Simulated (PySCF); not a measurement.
# One shape, several levels: CH3F2InS (SMILES C[S][In]([F])[F])

Wanted: a comparison of 6 runs (HF/STO-3G, HF/3-21G, HF/def2-SVP, BP86/def2-SVP, PBE0/def2-SVP, SVWN5/def2-TZVP) of CH3F2InS. The job is set up through a Python script.

Program for the calculation: PySCF 2.14.0.

**1. The structure to begin with**

CH3F2InS: 8 atoms, total charge 0, spin state singlet. SMILES: `C[S][In]([F])[F]`. Geometry: a GFN2-xTB relaxation, a rough one for these elements and not checked as a minimum.

Bond lengths: C1–S2 1.817 Å, S2–In3 2.440 Å, In3–F4 2.004 Å, In3–F5 1.997 Å, C1–H6 1.087 Å, C1–H7 1.086 Å, C1–H8 1.088 Å. Angles: C1–S2–In3 97.9°, S2–In3–F4 108.8°, S2–In3–F5 133.2°, F4–In3–F5 117.9°, S2–C1–H6 110.3°, S2–C1–H7 105.3°, S2–C1–H8 110.6°, H6–C1–H7 110.0°, H6–C1–H8 110.8°, H7–C1–H8 109.6°.

**2. Energy and gradient at HF/STO-3G (run 1)**

File calc.py:

```python
from pyscf import gto, scf

molecule = gto.M(
    atom='''
C   -0.517980  -0.600820   1.218580
S    0.668780   0.768710   1.079680
In   0.740290   0.903880  -1.355370
F   -0.243220  -0.666940  -2.119050
F    1.568600   2.198630  -2.629590
H   -1.528990  -0.244320   1.039290
H   -0.425180  -0.959250   2.239910
H   -0.262300  -1.399880   0.526550
''',
    verbose=3,
    spin=0,
    basis='sto-3g',
    max_memory=1860,
)

myscf = scf.RHF(molecule)
myscf.conv_tol = 1e-10
myscf.kernel()
if not myscf.converged:
    myscf = myscf.newton().run(myscf.mo_coeff, myscf.mo_occ)

e_final = myscf.e_tot
print('E(%s) = %.9f' % ('HF', e_final))
grad = myscf.nuc_grad_method().kernel()
dip = myscf.dip_moment()
pop, q = myscf.mulliken_pop()
```

Started as:

```console
$ OMP_NUM_THREADS=1 python calc.py
```

The program printed:

```text
converged SCF energy = -6311.31728951722
E(HF) = -6311.317289517
--------------- RHF gradients ---------------
         x                y                z
0 C    -0.0191123455    -0.0157810504    -0.0005840501
1 S    -0.0009688628    -0.0041563280     0.0381649449
2 In     0.0074826342     0.0124751254     0.0148493978
3 F    -0.0253745102    -0.0407161788    -0.0161079255
4 F     0.0202315505     0.0320019273    -0.0335329801
5 H     0.0017077159     0.0079382026    -0.0009878763
6 H     0.0078566431     0.0056898685     0.0021502598
7 H     0.0081771749     0.0025484334    -0.0039517705
----------------------------------------------
Dipole moment(X, Y, Z, Debye):  0.06569,  0.28831,  0.32301
 ** Mulliken pop  **
pop of  0 C 1s            1.99237
pop of  0 C 2s            1.22889
pop of  0 C 2px           1.00726
pop of  0 C 2py           1.00657
pop of  0 C 2pz           1.03216
pop of  1 S 1s            1.99992
pop of  1 S 2s            1.99687
pop of  1 S 3s            1.88430
pop of  1 S 2px           1.99034
pop of  1 S 2py           1.98780
pop of  1 S 2pz           1.98465
pop of  1 S 3px           1.53076
pop of  1 S 3py           1.40753
pop of  1 S 3pz           1.29227
pop of  2 In 1s           2.00000
pop of  2 In 2s           1.99970
pop of  2 In 3s           1.99853
pop of  2 In 4s           2.00904
pop of  2 In 5s           0.94346
pop of  2 In 2px          2.00006
pop of  2 In 2py          2.00006
pop of  2 In 2pz          2.00006
pop of  2 In 3px          1.99794
pop of  2 In 3py          1.99806
pop of  2 In 3pz          1.99813
pop of  2 In 4px          1.99027
pop of  2 In 4py          1.99282
pop of  2 In 4pz          1.99441
pop of  2 In 5px          0.30102
pop of  2 In 5py          0.42563
pop of  2 In 5pz          0.58950
pop of  2 In 3dxy         1.99959
pop of  2 In 3dyz         1.99967
pop of  2 In 3dz^2        1.99947
pop of  2 In 3dxz         1.99986
pop of  2 In 3dx2-y2      1.99991
pop of  2 In 4dxy         1.98667
pop of  2 In 4dyz         1.98950
pop of  2 In 4dz^2        1.98299
pop of  2 In 4dxz         1.99562
pop of  2 In 4dx2-y2      1.99697
pop of  3 F 1s            1.99944
pop of  3 F 2s            1.96684
pop of  3 F 2px           1.82155
pop of  3 F 2py           1.64791
pop of  3 F 2pz           1.90257
pop of  4 F 1s            1.99943
pop of  4 F 2s            1.96744
pop of  4 F 2px           1.85949
pop of  4 F 2py           1.74765
pop of  4 F 2pz           1.74287
pop of  5 H 1s            0.94254
pop of  6 H 1s            0.93453
pop of  7 H 1s            0.93714
 ** Mulliken atomic charges  **
charge of    0C =     -0.26724
charge of    1S =     -0.07445
charge of    2In =      0.81108
charge of    3F =     -0.33830
charge of    4F =     -0.31688
charge of    5H =      0.05746
charge of    6H =      0.06547
charge of    7H =      0.06286
```

Run time: 10 s. Hardware: 1 thread of Intel Xeon at 2.70GHz, shared host; peak memory 0.12 GiB.

**3. Energy and gradient at HF/3-21G (run 2)**

File input.py:

```python
import pyscf.grad
from pyscf import gto

mol = gto.Mole()
mol.atom = [
    ('C', (-0.517980, -0.600820, 1.218580)),
    ('S', (0.668780, 0.768710, 1.079680)),
    ('In', (0.740290, 0.903880, -1.355370)),
    ('F', (-0.243220, -0.666940, -2.119050)),
    ('F', (1.568600, 2.198630, -2.629590)),
    ('H', (-1.528990, -0.244320, 1.039290)),
    ('H', (-0.425180, -0.959250, 2.239910)),
    ('H', (-0.262300, -1.399880, 0.526550)),
]
mol.max_memory = 1860
mol.verbose = 4
mol.basis = '3-21g'
mol.build()

mf = mol.RHF()
mf.conv_tol = 1e-10
mf.kernel()
if not mf.converged:
    mf = mf.newton().run(mf.mo_coeff, mf.mo_occ)

e_final = mf.e_tot
print('Final energy', e_final)
grad = mf.Gradients().kernel()
mf.analyze()
```

Started as:

```console
$ OMP_NUM_THREADS=1 python input.py
```

The program printed:

```text
PySCF version 2.14.0

[... 80 lines left out ...]
One-electron Energy =                -9956.699038276110514
[... 11 lines left out ...]
MO #7   energy= -29.6367871500842  occ= 2
[... 9 lines left out ...]
MO #17  energy= -17.575544685793   occ= 2
[... 9 lines left out ...]
MO #27  energy= -1.46750121377193  occ= 2
[... 9 lines left out ...]
MO #37  energy= -0.612406006665069 occ= 2
[... 9 lines left out ...]
MO #47  energy= 0.023636149822686  occ= 0
[... 9 lines left out ...]
MO #57  energy= 0.388068740363155  occ= 0
[... 9 lines left out ...]
MO #67  energy= 1.31931996953314   occ= 0
[... 9 lines left out ...]
MO #77  energy= 3.67863549433387   occ= 0
[... 88 lines left out ...]
Dipole moment(X, Y, Z, Debye): -0.67579, -0.50930,  1.14370
```

It took 6 s on 1 thread of Intel Xeon at 2.70GHz, shared host; peak memory 0.15 GiB.

Run 3 isn't shown in full; the table further down has it.

**4. Energy and forces at BP86/def2-SVP (core potential) (run 4)**

File geometry.xyz:

```xyz
8

C     -0.517980    -0.600820     1.218580
S      0.668780     0.768710     1.079680
In     0.740290     0.903880    -1.355370
F     -0.243220    -0.666940    -2.119050
F      1.568600     2.198630    -2.629590
H     -1.528990    -0.244320     1.039290
H     -0.425180    -0.959250     2.239910
H     -0.262300    -1.399880     0.526550
```

File input.py:

```python
from pyscf import gto, dft

mol = gto.M(
    atom='geometry.xyz',
    max_memory=1860,
    ecp={'In': 'def2-svp'},
    basis='def2-svp',
    verbose=4,
    charge=0,
)

mf = dft.RKS(mol)
mf.xc = 'bp86'
mf.grids.level = 5
mf.conv_tol = 1e-10
mf.kernel()
if not mf.converged:
    mf = mf.newton().run(mf.mo_coeff, mf.mo_occ)

e_tot = mf.e_tot
print('Final energy', e_tot)
grad = mf.nuc_grad_method().kernel()
mf.analyze()
```

Started as:

```console
$ OMP_NUM_THREADS=1 python input.py
```

The program printed:

```text
PySCF version 2.14.0

[... 108 lines left out ...]
One-electron Energy =                -1863.220545269695776
[... 14 lines left out ...]
MO #10  energy= -2.97115559603091  occ= 2
[... 12 lines left out ...]
MO #23  energy= -0.405516641947249 occ= 2
[... 12 lines left out ...]
MO #36  energy= 0.0300837623069563 occ= 0
[... 12 lines left out ...]
MO #49  energy= 0.376805795125822  occ= 0
[... 12 lines left out ...]
MO #62  energy= 0.74900404858728   occ= 0
[... 12 lines left out ...]
MO #75  energy= 1.56672137728648   occ= 0
[... 12 lines left out ...]
MO #88  energy= 3.01453239538077   occ= 0
[... 12 lines left out ...]
MO #101 energy= 61.1960186752046   occ= 0
[... 112 lines left out ...]
Dipole moment(X, Y, Z, Debye): -0.71005, -0.65415,  2.56359
```

Wall time 56 s (1 thread of Intel Xeon at 2.70GHz, shared host); peak memory 1 GiB.

Run 5 isn't shown in full; the table further down has it.

**5. Energy and gradient at SVWN5/def2-TZVP (core potential) (run 6)**

File input.py:

```python
import pyscf.grad
from pyscf import gto, dft

molecule = gto.M(
    atom='''
C       -0.517980      -0.600820       1.218580
S        0.668780       0.768710       1.079680
In       0.740290       0.903880      -1.355370
F       -0.243220      -0.666940      -2.119050
F        1.568600       2.198630      -2.629590
H       -1.528990      -0.244320       1.039290
H       -0.425180      -0.959250       2.239910
H       -0.262300      -1.399880       0.526550
''',
    verbose=4,
    ecp={'In': 'def2-svp'},
    max_memory=1860,
    basis='def2-tzvp',
)

calc0 = dft.RKS(molecule)
calc0.xc = 'svwn'
calc0.conv_tol = 1e-10
calc0.grids.level = 5
calc0.kernel()
if not calc0.converged:
    calc0 = calc0.newton().run(calc0.mo_coeff, calc0.mo_occ)

e_final = calc0.e_tot
print('E(%s) = %.9f' % ('SVWN5', e_final))
grad = calc0.Gradients().kernel()
dip = calc0.dip_moment()
pop, q = calc0.mulliken_pop()
```

Started as:

```console
$ OMP_NUM_THREADS=1 python input.py
```

The program printed:

```text
PySCF version 2.14.0

[... 92 lines left out ...]
converged SCF energy = -824.814530083477
[... 13 lines left out ...]
Dipole moment(X, Y, Z, Debye): -0.78250, -0.73877,  3.11735
[... 207 lines left out ...]
charge of    7H =      0.20537
```

It took 2.2 min on 1 thread of Intel Xeon at 2.70GHz, shared host; peak memory 2.2 GiB.

**6. All runs side by side**

| run | level | core potential | integration grid | energy (Eh) | dipole moment (D) | HOMO energy (eV) | LUMO energy (eV) | wall time |
| --- | --- | --- | --- | --- | --- | --- | --- | --- |
| 1 | HF/STO-3G | – | – | -6311.317290 | 0.44 | -6.58 | 5.97 | 10 s |
| 2 | HF/3-21G | – | – | -6347.597218 | 1.42 | -10.27 | 0.64 | 6 s |
| 3 | HF/def2-SVP (core potential) | def2-svp | – | -824.981172 | 2.74 | -10.39 | 0.47 | 11 s |
| 4 | BP86/def2-SVP (core potential) | def2-svp | 5 | -827.831723 | 2.74 | -6.38 | -3.81 | 56 s |
| 5 | PBE0/def2-SVP (core potential) | def2-svp | 5 | -827.298813 | 2.74 | -7.56 | -2.90 | 53 s |
| 6 | SVWN5/def2-TZVP (core potential) | def2-svp | 5 | -824.814530 | 3.30 | -6.66 | -4.26 | 2.2 min |

**7. Outcome**

```
                       quantity          value
            run 6: total energy  -824.81453 Eh
           run 6: dipole moment         3.30 D
             run 6: HOMO energy       -6.66 eV
             run 6: LUMO energy       -4.26 eV
           run 6: HOMO–LUMO gap        2.40 eV
run 6: largest force on an atom     1.420 eV/Å
```

What this shows: The dipole moment (its size) runs from 0.44 D (HF/STO-3G) to 3.30 D (SVWN5/def2-TZVP). The two ends differ in method and basis and core potential. The HOMO–LUMO gap runs from 2.40 eV (SVWN5/def2-TZVP) to 12.55 eV (HF/STO-3G). Totals of different functionals can't be ranked against each other. Some runs of one species differ in core potentials or relativity; totals across that change don't compare. In run 1 the basis is minimal, so the values are rough. In runs 1, 2 relativity is left out where basis or elements ask for it. All runs together took 4.5 min, the longest 2.2 min.
